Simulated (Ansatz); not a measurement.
Here is an Ansatz input file for Cs2AgBiF6, space group Fm-3m. Write the same calculation for the Python package.

```yaml
crystal:
  lattice:
    - [0.0, 4.674069, 4.674069]
    - [4.674069, 0.0, 4.674069]
    - [4.674069, 4.674069, 0.0]
  atoms:
    - { symbol: Cs, position: [0.75, 0.75, 0.75] }
    - { symbol: Cs, position: [0.25, 0.25, 0.25] }
    - { symbol: Ag, position: [0.5, 0.5, 0.5] }
    - { symbol: Bi, position: [0.0, 0.0, 0.0] }
    - { symbol: F, position: [0.758729, 0.241271, 0.241271] }
    - { symbol: F, position: [0.241271, 0.241271, 0.758729] }
    - { symbol: F, position: [0.241271, 0.758729, 0.758729] }
    - { symbol: F, position: [0.241271, 0.758729, 0.241271] }
    - { symbol: F, position: [0.758729, 0.241271, 0.758729] }
    - { symbol: F, position: [0.758729, 0.758729, 0.241271] }
kpoints:
  mp_grid: { grid: [3, 3, 3] }
hamiltonian:
  xc: pbe
scf:
  occupations: { method: fixed }
basis:
  ecutwfc: "16 Ha"
output:
  forces: true
  stress: true
  eigenvalues: true
```

On the command line:
```console
$ ansatz run input.yaml --threads 1 --pin off --max-ram 3072MiB --backend cpu --events-out ev --progress --plain --runs-dir out
Engine: ansatz 0.2.0, aarch64-unknown-linux-gnu
Pseudopotentials: kind: paw
Pseudopotential: Cs, paw, valence charge 9, recommended cutoff 420 eV (normal), Cs.paw.azcp
Pseudopotential: Ag, paw, valence charge 19, recommended cutoff 420 eV (normal), Ag.paw.azcp
Pseudopotential: Bi, paw, valence charge 15, recommended cutoff 420 eV (normal), Bi.paw.azcp
Pseudopotential: F, paw, valence charge 7, recommended cutoff 420 eV (normal), F.paw.azcp
Functional definition: PBE
  parameter kappa = 0.804
  parameter beta = 0.06672455060314922
  exchange = pbe_x(kappa = kappa, mu = beta*pi^2/3)
  correlation = pbe_c(beta = beta)
Crystal: 10 atoms, lattice volume = 204.228 Å³
Basis set: ecut = 435.382179935808 eV, 4279 PW (Γ), exchange–correlation on 90×90×90 points (8 copies of the dense FFT grid, shifted against one another)
Bands: 57, of which v1, the nominal top of the filled ones, is band 47 counted from 1 (46 counted from 0)
Symmetry: 48 space group operations
Space group: Fm-3m (ITA 225), of the structure as read, at distance tolerance 5.9e-5 Å
k-points: 4 of 27
Non-local potential: Cs, projectors of the file, l = 0: 3, l = 1: 2, l = 2: 2, l = 3: 2
Non-local potential: Ag, projectors of the file, l = 0: 3, l = 1: 2, l = 2: 2, l = 3: 1
Non-local potential: Bi, projectors of the file, l = 0: 2, l = 1: 2, l = 2: 2, l = 3: 2
Non-local potential: F, projectors of the file, l = 0: 2, l = 1: 2, l = 2: 1
PAW form: soft (Blöchl's): semilocal exchange-correlation on the pseudo side does not see the compensation charge
PAW one-centre angular grid: Cs, 194 points (default); XC on 64 Gauss nodes
PAW one-centre angular grid: Ag, 590 points (default); XC on 64 Gauss nodes
PAW one-centre angular grid: Bi, 590 points (default); XC on 64 Gauss nodes
PAW one-centre angular grid: F, 110 points (default); XC on 64 Gauss nodes
Initial density: superposition of atomic densities (neutral atoms: chi_scale 0, normalization atom), corrected by the library's trained network
Initial wavefunctions: pseudopotential atomic-orbital guess
Functional: x = pbe(κ = 0.804, μ = 0.2195149727645171), c = pbe(β = 0.06672455060314922)
SCF iter   1: F=—  HF=-36185.040589 eV  |F-HF|=—  |Δ(HF+E_count)|=         —  Δρ=9.91e-4  dr2=3.48e-3  ethr=1.77e-3  ⟨swp⟩=4.8  Hψ=741  notcnv=0  defer=29
preconditioner: auto → Resta (q_TF=auto, 2.397 Å⁻¹)  ε∞=3.4  [insulator: Δε(μ)=3.100 eV  Ē_g=15.438 eV  n_scr=58 (ndim 8)  ℏωp=24.1 eV  f_vac=0.071  ε∞_Penn≈3.4]
SCF iter   2: F=—  HF=-36185.042519 eV  |F-HF|=—  |Δ(HF+E_count)|=   1.93e-3  Δρ=5.21e-4  dr2=6.06e-4  ethr=3.70e-6  ⟨swp⟩=3.0  Hψ=461  notcnv=0  defer=30
SCF iter   3: F=—  HF=-36185.042572 eV  |F-HF|=—  |Δ(HF+E_count)|=   5.34e-5  Δρ=2.97e-4  dr2=1.46e-4  ethr=6.45e-7  ⟨swp⟩=2.0  Hψ=408  notcnv=0  defer=25
automatic band count: iteration 3 solves 56 bands in place of 57: the levels show a gap, and the empty bands left out lie too high to hold charge; the band table lists the bands solved (type scf.n_extra_bands for more)
SCF iter   4: F=—  HF=-36185.042573 eV  |F-HF|=—  |Δ(HF+E_count)|=   4.91e-7  Δρ=5.26e-5  dr2=8.39e-6  ethr=1.55e-7  ⟨swp⟩=2.0  Hψ=305  notcnv=0  defer=22
SCF iter   5: F=—  HF=-36185.042440 eV  |F-HF|=—  |Δ(HF+E_count)|=   1.33e-4  Δρ=2.86e-5  dr2=1.32e-6  ethr=8.93e-9  ⟨swp⟩=2.0  Hψ=319  notcnv=0  defer=16
SCF iter   6: F=—  HF=-36185.042440 eV  |F-HF|=—  |Δ(HF+E_count)|=   5.35e-7  Δρ=9.57e-6  dr2=1.20e-7  ethr=1.41e-9  ⟨swp⟩=2.0  Hψ=397  notcnv=0  defer=16
SCF iter   7: F=-36185.042440 eV  HF=-36185.042440 eV  |F-HF|=2.63e-9  |Δ(HF+E_count)|=  5.31e-10  Δρ=1.62e-6  dr2=6.73e-9  ethr=1.06e-10  ⟨swp⟩=13.0  Hψ=1181  notcnv=0
SCF 1 converged in 7 iterations: F = -36185.042440 eV  dr2 = 6.73e-9
  greatest PAW one-centre occupation: 1.000 electrons in one spin orbital (limit 2), on the Ag atom at site 2 (counted from 0), in its partial waves of l = 0
SCF converged after 7 iterations
Free energy (F): -36185.042440 eV
Harris-Foulkes:  -36185.042440 eV  (|F-HF|=2.63e-9)
Internal energy: -36185.042440 eV  (E = F + TS)
E sigma→0 (E₀):  -36185.042440 eV
Fermi energy:    5.773852 eV
--- Per-component energies (eV) ---
  E_band       = -770.530764
  E_kinetic    = 2354.021873
  E_local      = -9905.153825  (includes V_loc(G=0)·N_el)
  E_nonlocal   = 1151.826676
  E_hartree    = 4008.590177
  E_xc         = -1165.808911
  E_vxc        = -1247.744232  (∫ρ·V_xc dr)
  E_paw        = -25904.495636  (= ΣΔE_a)
  E_vpaw       = -1140.666430  (= ΣTr[D̂ρ^β])
  E_aug_tail   = 0.012349  (compensation charges beyond the density's cutoff)
  E_ewald      = -6724.035145
  E_smearing   = -0.000000  (= −TS)
  E_closure    = -0.000000  (closes the sum)
  Σ components = -36185.042440   (vs F -36185.042440, Δ=0.00e0)
--- Forces (eV/Å), atoms counted from 1 ---
  atom   1  Cs    -0.00000000    -0.00000000    -0.00000000
  atom   2  Cs    -0.00000000    -0.00000000    -0.00000000
  atom   3  Ag     0.00000000    -0.00000000     0.00000000
  atom   4  Bi    -0.00000000     0.00000000     0.00000000
  atom   5  F      0.08669232     0.00000000    -0.00000000
  atom   6  F     -0.00000000    -0.00000000     0.08669232
  atom   7  F     -0.08669232     0.00000000     0.00000000
  atom   8  F      0.00000000     0.08669232     0.00000000
  atom   9  F     -0.00000000    -0.08669232     0.00000000
  atom  10  F      0.00000000     0.00000000    -0.08669232
  max |Σ_I F_I| component: 1.53e-17 eV/Å
--- Stress (GPa, compression-positive) ---
        2.622929       0.000000       0.000000
       -0.000000       2.622929      -0.000000
       -0.000000       0.000000       2.622929
  P = ⅓ Tr σ = 2.6229 GPa (26.229 kbar)
--- Band table (eV) ---
  k-point 0: bands = ["-83.0003", "-46.5583", "-46.5583", "-46.5583", "-17.4370", "-17.4370", "-16.7151", "-16.6777", "-16.6777", "-16.6777", "-16.3823", "-16.3823", "-16.3823", "-15.4669", "-15.4669", "-14.5274", "-14.5186", "-4.4193", "-1.7516", "-1.7516", "-1.7516", "-1.4899", "-1.4899", "-1.4899", "0.7087", "0.7087", "0.7087", "1.5810", "1.5810", "2.2070", "2.2070", "2.2070", "2.3995", "2.3995", "2.3995", "2.5857", "2.5857", "2.5857", "2.7416", "2.7416", "2.7416", "3.4299", "4.5853", "4.5853", "4.5853", "5.4377", "5.4377", "9.4896", "9.4896", "9.4896", "9.8307", "11.2164", "11.2164", "12.9830", "13.5505", "13.5505"]
  k-point 1: bands = ["-83.0003", "-46.5583", "-46.5583", "-46.5583", "-17.4393", "-17.4393", "-16.6783", "-16.6777", "-16.6777", "-16.6638", "-16.4263", "-16.3760", "-16.3760", "-15.4719", "-15.4719", "-14.5363", "-14.5313", "-4.3639", "-1.6392", "-1.6392", "-1.5195", "-1.5006", "-1.5006", "-1.3577", "0.3221", "0.5620", "0.5620", "1.8382", "1.8382", "1.9588", "2.0776", "2.1869", "2.1869", "2.2700", "2.2700", "2.4695", "2.5009", "2.5009", "2.6569", "2.6569", "2.6676", "4.1002", "4.5923", "4.6036", "4.6036", "5.2118", "5.2118", "8.8353", "10.1359", "10.1359", "11.3935", "11.8338", "11.8338", "12.1875", "12.9381", "12.9381"]
  k-point 2: bands = ["-83.0003", "-46.5583", "-46.5583", "-46.5583", "-17.4481", "-17.4366", "-16.6781", "-16.6777", "-16.6777", "-16.6515", "-16.4001", "-16.3846", "-16.3846", "-15.4920", "-15.4663", "-14.5404", "-14.5345", "-4.3699", "-1.6619", "-1.6619", "-1.4912", "-1.3808", "-1.3744", "-1.3744", "0.4865", "0.6487", "0.6487", "1.5789", "1.6558", "1.8047", "2.1291", "2.1793", "2.1793", "2.3187", "2.3291", "2.3291", "2.4489", "2.4489", "2.5425", "2.5425", "2.7358", "3.5594", "4.5868", "4.6319", "4.6319", "5.4401", "5.6616", "9.3185", "10.1268", "10.1268", "11.0303", "11.7176", "11.7495", "12.7373", "12.9480", "12.9480"]
  k-point 3: bands = ["-83.0003", "-46.5583", "-46.5583", "-46.5583", "-17.4471", "-17.4390", "-16.6780", "-16.6779", "-16.6777", "-16.6300", "-16.4135", "-16.3938", "-16.3772", "-15.4898", "-15.4716", "-14.5412", "-14.5408", "-4.3513", "-1.5902", "-1.5675", "-1.4851", "-1.4452", "-1.3624", "-1.2883", "0.3404", "0.5349", "0.6785", "1.5697", "1.7961", "1.8260", "1.8864", "2.1968", "2.2197", "2.2551", "2.2954", "2.3225", "2.4129", "2.4583", "2.4987", "2.5410", "2.6651", "3.7404", "4.6017", "4.6275", "4.6359", "5.2174", "5.7739", "9.3346", "10.0555", "10.4792", "11.0172", "12.2017", "12.3986", "12.6643", "12.7383", "12.9906"]
```

The script, `deck_cs2agbif6.py`:
```python
import ansatz as az

deck = {
    "crystal": {
        "lattice": [
            [0.0, 4.674069, 4.674069],
            [4.674069, 0.0, 4.674069],
            [4.674069, 4.674069, 0.0],
        ],
        "atoms": [
            {"symbol": "Cs", "position": [0.75, 0.75, 0.75]},
            {"symbol": "Cs", "position": [0.25, 0.25, 0.25]},
            {"symbol": "Ag", "position": [0.5, 0.5, 0.5]},
            {"symbol": "Bi", "position": [0.0, 0.0, 0.0]},
            {"symbol": "F", "position": [0.758729, 0.241271, 0.241271]},
            {"symbol": "F", "position": [0.241271, 0.241271, 0.758729]},
            {"symbol": "F", "position": [0.241271, 0.758729, 0.758729]},
            {"symbol": "F", "position": [0.241271, 0.758729, 0.241271]},
            {"symbol": "F", "position": [0.758729, 0.241271, 0.758729]},
            {"symbol": "F", "position": [0.758729, 0.758729, 0.241271]},
        ],
    },
    "kpoints": {"mp_grid": {"grid": [3, 3, 3]}},
    "hamiltonian": {"xc": "pbe"},
    "scf": {"occupations": {"method": "fixed"}},
    "basis": {"ecutwfc": "16 Ha"},
    "output": {"forces": True, "stress": True, "eigenvalues": True},
}

done = az.Session.from_dict(deck).plan(threads=1).execute()
data = done.report

n_atoms = len(data["lattice"]["sites"])
print("F =", round(data["free_energy_ev"], 4), "eV for", n_atoms, "atoms")
print("E(sigma -> 0) =", round(data["energy_sigma0_ev"], 4), "eV, TS =", round(data["entropy_ts_ev"], 5), "eV")
print("closed by", data["closed_by"], "after", data["n_iterations"], "iterations")

print("band  energy (eV)  occupation (first spin channel), at k =", data["kpoints_frac"][0])
for band, (e, occ) in enumerate(zip(data["eigenvalues_ev"][0], data["occupations"][0]), start=1):
    print(f"{band:4d} {e:12.4f} {occ:9.4f}")
```

`python deck_cs2agbif6.py` gives:
```text
F = -36185.0424 eV for 10 atoms
E(sigma -> 0) = -36185.0424 eV, TS = 0.0 eV
closed by deck_thresholds after 7 iterations
band  energy (eV)  occupation (first spin channel), at k = [0.0, 0.0, 0.0]
   1     -83.0003    2.0000
   2     -46.5583    2.0000
   3     -46.5583    2.0000
   4     -46.5583    2.0000
   5     -17.4370    2.0000
   6     -17.4370    2.0000
   7     -16.7151    2.0000
   8     -16.6777    2.0000
   9     -16.6777    2.0000
  10     -16.6777    2.0000
  11     -16.3823    2.0000
  12     -16.3823    2.0000
  13     -16.3823    2.0000
  14     -15.4669    2.0000
  15     -15.4669    2.0000
  16     -14.5274    2.0000
  17     -14.5186    2.0000
  18      -4.4193    2.0000
  19      -1.7516    2.0000
  20      -1.7516    2.0000
  21      -1.7516    2.0000
  22      -1.4899    2.0000
  23      -1.4899    2.0000
  24      -1.4899    2.0000
  25       0.7087    2.0000
  26       0.7087    2.0000
  27       0.7087    2.0000
  28       1.5810    2.0000
  29       1.5810    2.0000
  30       2.2070    2.0000
  31       2.2070    2.0000
  32       2.2070    2.0000
  33       2.3995    2.0000
  34       2.3995    2.0000
  35       2.3995    2.0000
  36       2.5857    2.0000
  37       2.5857    2.0000
  38       2.5857    2.0000
  39       2.7416    2.0000
  40       2.7416    2.0000
  41       2.7416    2.0000
  42       3.4299    2.0000
  43       4.5853    2.0000
  44       4.5853    2.0000
  45       4.5853    2.0000
  46       5.4377    2.0000
  47       5.4377    2.0000
  48       9.4896    0.0000
  49       9.4896    0.0000
  50       9.4896    0.0000
  51       9.8307    0.0000
  52      11.2164    0.0000
  53      11.2164    0.0000
  54      12.9830    0.0000
  55      13.5505    0.0000
  56      13.5505    0.0000
```

Total energies depend on the potentials; only differences at equal settings carry meaning. A total without «per atom» is that of the cell as typed. The structure comes from a database of computed cells and needn't be a stable or known phase. Gaps and levels are Kohn-Sham values on a finite set of k-points, without spin-orbit coupling. Wall time of the script: 3.8 s on 1 thread of Arm Neoverse V1, on a shared host, peak memory 0.53 GiB.

(Lines on the test bed's own set-up are left out of the output.)
